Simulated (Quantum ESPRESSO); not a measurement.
The system is SiSe.

```
Si Se
1.0
     3.59520    0.00000    0.00000
    -1.79760    3.11353    0.00000
     0.00000    0.00000    3.59873
Si Se
1 1
Direct
  0.66667 0.33333 0.50000
  0.00000 0.00000 0.00000
```

The cell was built by a generator and needn't be a form met in nature.

Base run:

* Program: Quantum ESPRESSO 7.5
* Functional: PBEsol
* Potentials or basis: PseudoDojo 0.4.1 SR PBEsol standard
* Cutoff: 1170 eV
* Density cutoff: 4680 eV
* k mesh: 9 × 9 × 7
* Occupations: fermi-dirac, width 0.05 eV
* Spin: no spin polarisation

Its results: band gap on the k mesh none (metal or under the smearing width); pressure -2.7 GPa.

Problem. The run is repeated on the same cell with these changes: functional from PBEsol to LDA; potentials or basis from PseudoDojo 0.4.1 SR PBEsol standard to PseudoDojo 0.4.1 SR LDA standard. What comes out?

Solution. Band gap on the k mesh none (metal or under the smearing width); pressure -3.6 GPa.
